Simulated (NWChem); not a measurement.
**BeI2 (SMILES [I][Be][I]): levels of theory compared**

Aim: a comparison of 3 runs (HF/STO-3G, HF/3-21G, TPSSh/def2-TZVP) of BeI2. 

The calculation is run with NWChem 7.3.0.

## (1) Starting point

The species is BeI2 (3 atoms), meant as a singlet with charge 0. As SMILES, `[I][Be][I]`. The shape comes from GFN2-xTB, which is rough for such elements, and wasn't checked as a minimum.

Bond lengths: Be1–I2 2.199 Å, Be1–I3 2.201 Å. Angles: I2–Be1–I3 179.9°.

## (2) Energy and gradient at HF/STO-3G (run 1)

Contents of bei2.nw:

```
start bei2
title "BeI2"
memory stack 880 mb heap 220 mb global 1100 mb
charge 0

geometry units angstroms noautosym nocenter noautoz
   Be       0.001040       0.000590       0.000770
   I       -0.017200      -0.021190       2.199720
   I        0.016160       0.020600      -2.200490
end

basis spherical bse
   * library STO-3G
end

scf
   thresh 1e-08
   maxiter 80
end

task scf gradient
```

Launch:

```console
$ nwchem bei2.nw > bei2.out
```

The program printed:

```text
[...]
  functions       =    59
[...]
  wavefunction    = RHF
[...]
         Total SCF energy = -13715.991453239063
      One-electron energy = -19778.696619798731
      Two-electron energy =   5622.940180011334
 Nuclear repulsion energy =    439.764986548334
        Time for solution =      6.6s
[...]
                         RHF ENERGY GRADIENTS
    atom               coordinates                        gradient
                 x          y          z           x          y          z
   1 Be      0.001965   0.001115   0.001455    0.000075   0.000040   0.000570
   2 I      -0.032503  -0.040043   4.156868   -0.000268  -0.000308   0.030111
   3 I       0.030538   0.038928  -4.158323    0.000193   0.000269  -0.030681
[...]
```

It took 9.6 s on 1 thread of AMD EPYC 7B13 (Zen 3), shared host; peak memory 0.1 GiB.

## (3) Energy and gradient at HF/3-21G (run 2)

Contents of work.xyz:

```xyz
3

Be     0.001040     0.000590     0.000770
I     -0.017200    -0.021190     2.199720
I      0.016160     0.020600    -2.200490
```

Contents of run.py:

```python
from ase.io import read
from ase.calculators.nwchem import NWChem

system = read('work.xyz')

calc = NWChem(
    label='work',
    theory='scf',
    memory='2200 mb',
    basis='3-21G',
    basispar='spherical bse',
    scf={'nopen': '0', 'rhf': None, 'thresh': '1e-08', 'maxiter': '80'},
)
system.calc = calc

forces = system.get_forces()
print("Total energy (eV):", round(system.get_potential_energy(), 6))
print("forces (eV/A):")
for s, f in zip(system.symbols, forces):
    print(f"{s:2s} {f[0]:10.5f} {f[1]:10.5f} {f[2]:10.5f}")
print("dipole (e A):", system.get_dipole_moment().round(4))
```

Launch:

```console
$ export ASE_NWCHEM_COMMAND="nwchem PREFIX.nwi > PREFIX.nwo"
$ python run.py
```

The program printed:

```text
Total energy (eV): -375225.634209
forces (eV/A):
Be   -0.00129   -0.00062   -0.02864
I     0.00113    0.00087   -0.04947
I     0.00015   -0.00031    0.07806
dipole (e A): [0.0008 0.0004 0.002 ]
```

The calculator wrote work.nwi:

```
title "work"

permanent_dir work

scratch_dir work

start work

geometry units angstrom nocenter noautosym noautoz
  Be 1.0399999999999999e-03 5.9000000000000003e-04 7.6999999999999996e-04
  I  -1.7200000000000000e-02 -2.1190000000000001e-02 2.1997200000000001e+00
  I  1.6160000000000001e-02 2.0600000000000000e-02 -2.2004899999999998e+00
end

memory 2200 mb

basis spherical bse noprint
   * library 3-21G
end

scf
  nopen 0
  rhf
  thresh 1e-08
  maxiter 80
end

task scf gradient
```

work.nwo:

```text
Northwest Computational Chemistry Package (NWChem) 7.3.0
             --------------------------------------------------------

           Job information
           ---------------

    nwchem branch   = 7.3.0
    use scalapack   = T
    input           = work.nwi
    prefix          = work.
    data base       = work/work.db
    status          = startup
    nproc           =        1

           Memory information
           ------------------

    heap     =     72089594 doubles =      550.0 Mbytes
    stack    =     72089599 doubles =      550.0 Mbytes
    global   =    144179200 doubles =     1100.0 Mbytes (distinct from heap & stack)
    total    =    288358393 doubles =     2200.0 Mbytes
    verify   = yes
    hardfail = no

           Directory information
           ---------------------

  0 permanent = work
  0 scratch   = work

                                NWChem Input Module
                                -------------------

                                       work
                                       ----

[... 102 lines left out ...]
 Convergence threshold     :          1.000E-08
[... 12 lines left out ...]
       Final RHF  results
[... 3 lines left out ...]
      One-electron energy = -19851.374524309365
[... 1 line left out ...]
 Nuclear repulsion energy =    439.764986548334
[... 73 lines left out ...]
                       ROHF Final Molecular Orbital Analysis
[... 183 lines left out ...]
     L   x y z        total         open         nuclear
     -   - - -        -----         ----         -------
     0   0 0 0     -0.000000      0.000000    110.000000

     1   1 0 0      0.001500      0.000000     -0.096300
[... 8 lines of this table left out ...]
     2   0 0 2    -53.015127      0.000000   1832.273785

                              NWChem Gradients Module
                              -----------------------

                                       work

  wavefunction    =   RHF

                         RHF ENERGY GRADIENTS

    atom               coordinates                        gradient
                 x          y          z           x          y          z
   1 Be      0.001965   0.001115   0.001455    0.000025   0.000012   0.000557
   2 I      -0.032503  -0.040043   4.156868   -0.000022  -0.000017   0.000962
   3 I       0.030538   0.038928  -4.158323   -0.000003   0.000006  -0.001518

                 ----------------------------------------
                 |  Time  |  1-e(secs)   |  2-e(secs)   |
                 ----------------------------------------
                 |  CPU   |       0.00   |       2.16   |
                 ----------------------------------------
                 |  WALL  |       0.00   |       2.16   |
                 ----------------------------------------

 Task  times  cpu:        9.5s     wall:        9.5s
 Total times  cpu:        9.5s     wall:        9.5s
```

Run time: 11 s. Hardware: 1 thread of AMD EPYC 7B13 (Zen 3), shared host; peak memory 0.1 GiB.

## (4) Energy and gradient at TPSSh/def2-TZVP (core potential) (run 3)

Contents of mymol.xyz:

```xyz
3
BeI2 TPSSh
Be     0.001040     0.000590     0.000770
I     -0.017200    -0.021190     2.199720
I      0.016160     0.020600    -2.200490
```

Contents of run.py:

```python
from ase.io import read
from ase.calculators.nwchem import NWChem

molecule = read('mymol.xyz')

calc = NWChem(
    label='mymol',
    theory='dft',
    memory='2200 mb',
    basis='def2-TZVP',
    basispar='spherical bse',
    dft={'xc': 'xctpssh', 'mult': '1', 'grid': 'fine', 'convergence': 'energy 1e-08', 'iterations': '100', 'mulliken': None},
    **{'ecp bse': {'I library': 'def2-TZVP'}},
)
molecule.calc = calc

forces = molecule.get_forces()
e = molecule.get_potential_energy()
print(f"E = {e:.6f} eV")
print("forces (eV/A):")
for s, f in zip(molecule.symbols, forces):
    print(f"{s:2s} {f[0]:10.5f} {f[1]:10.5f} {f[2]:10.5f}")
print("dipole (e A):", molecule.get_dipole_moment().round(4))
```

Launch:

```console
$ export ASE_NWCHEM_COMMAND="nwchem PREFIX.nwi > PREFIX.nwo"
$ python run.py
```

The program printed:

```text
E = -16601.779840 eV
forces (eV/A):
Be   -0.00180   -0.00093   -0.02443
I     0.00381    0.00406   -0.36798
I    -0.00195   -0.00314    0.39240
dipole (e A): [0.0005 0.0003 0.0021]
```

The calculator wrote mymol.nwi:

```
title "mymol"

permanent_dir mymol

scratch_dir mymol

start mymol

geometry units angstrom nocenter noautosym noautoz
  Be 1.0399999999999999e-03 5.9000000000000003e-04 7.6999999999999996e-04
  I  -1.7200000000000000e-02 -2.1190000000000001e-02 2.1997200000000001e+00
  I  1.6160000000000001e-02 2.0600000000000000e-02 -2.2004899999999998e+00
end

memory 2200 mb

basis spherical bse noprint
   * library def2-TZVP
end

dft
  xc xctpssh
  mult 1
  grid fine
  convergence energy 1e-08
  iterations 100
  mulliken
end
ecp bse
  I library def2-TZVP
end

task dft gradient
```

mymol.nwo:

```text
Northwest Computational Chemistry Package (NWChem) 7.3.0
             --------------------------------------------------------

           Job information
           ---------------

    nwchem branch   = 7.3.0
    use scalapack   = T
    input           = mymol.nwi
    prefix          = mymol.
    data base       = mymol/mymol.db
    status          = startup
    nproc           =        1

           Memory information
           ------------------

    heap     =     72089594 doubles =      550.0 Mbytes
    stack    =     72089599 doubles =      550.0 Mbytes
    global   =    144179200 doubles =     1100.0 Mbytes (distinct from heap & stack)
    total    =    288358393 doubles =     2200.0 Mbytes
    verify   = yes
    hardfail = no

           Directory information
           ---------------------

  0 permanent = mymol
  0 scratch   = mymol

                                NWChem Input Module
                                -------------------

                                       mymol
                                       -----

[... 77 lines left out ...]
  convergence criterion.
[... 17 lines left out ...]
          Convergence on gradient requested:  5.00D-04
[... 23 lines left out ...]
          Convergence aids based upon iterative change in
[... 28 lines left out ...]
 1-e energy   =   -1299.791153
[... 37 lines left out ...]
         Total DFT energy =     -610.104161008522
[... 2 lines left out ...]
    Exchange-Corr. energy =      -47.162293961533
[... 914 lines left out ...]
          Convergence on energy requested:  1.00D-08
[... 21 lines left out ...]
          Spatial weights used:  Erf1
[... 4 lines left out ...]
          total energy or number of iterations.
[... 18 lines left out ...]
                            NWChem DFT Gradient Module
                            --------------------------

                                       mymol

  charge          =   0.00
  wavefunction    = closed shell

                         DFT ENERGY GRADIENTS

    atom               coordinates                        gradient
                 x          y          z           x          y          z
   1 Be      0.001965   0.001115   0.001455    0.000035   0.000018   0.000475
   2 I      -0.032503  -0.040043   4.156868   -0.000074  -0.000079   0.007156
   3 I       0.030538   0.038928  -4.158323    0.000038   0.000061  -0.007631

                 ----------------------------------------
                 |  Time  |  1-e(secs)   |  2-e(secs)   |
                 ----------------------------------------
                 |  CPU   |       0.07   |       7.48   |
                 ----------------------------------------
                 |  WALL  |       0.07   |       7.48   |
                 ----------------------------------------

 Task  times  cpu:       34.1s     wall:       34.1s
 Total times  cpu:       34.1s     wall:       34.1s
```

Run time: 35 s. Hardware: 1 thread of AMD EPYC 7B13 (Zen 3), shared host; peak memory 0.14 GiB.

## (5) The series

```csv
run,level,iteration cap,module,energy (Eh),dipole moment (D),HOMO energy (eV),LUMO energy (eV),wall time
1,HF/STO-3G,80,scf,-13715.991453,0.01,-7.89,5.37,9.6 s
2,HF/3-21G,80,scf,-13789.287832,0.01,-10.28,1.82,11 s
3,TPSSh/def2-TZVP (core potential),100,dft,-610.104161,0.01,-7.40,-1.39,35 s
```

## (6) Outcome

| quantity | value |
| --- | --- |
| run 3: total energy | -610.10416 Eh |
| run 3: dipole moment | 0.01 D |
| run 3: HOMO energy | -7.40 eV |
| run 3: LUMO energy | -1.39 eV |
| run 3: HOMO–LUMO gap | 6.01 eV |
| run 3: largest force on an atom | 0.392 eV/Å |

In words: The HOMO–LUMO gap runs from 6.01 eV (TPSSh/def2-TZVP) to 13.26 eV (HF/STO-3G). The two ends differ in method and basis and core potential. Some runs of one species differ in core potentials or relativity; totals across that change don't compare. In run 1 the basis is minimal, so the values are rough. In runs 1, 2 relativity is left out where basis or elements ask for it. All runs together took 56 s, the longest 35 s.
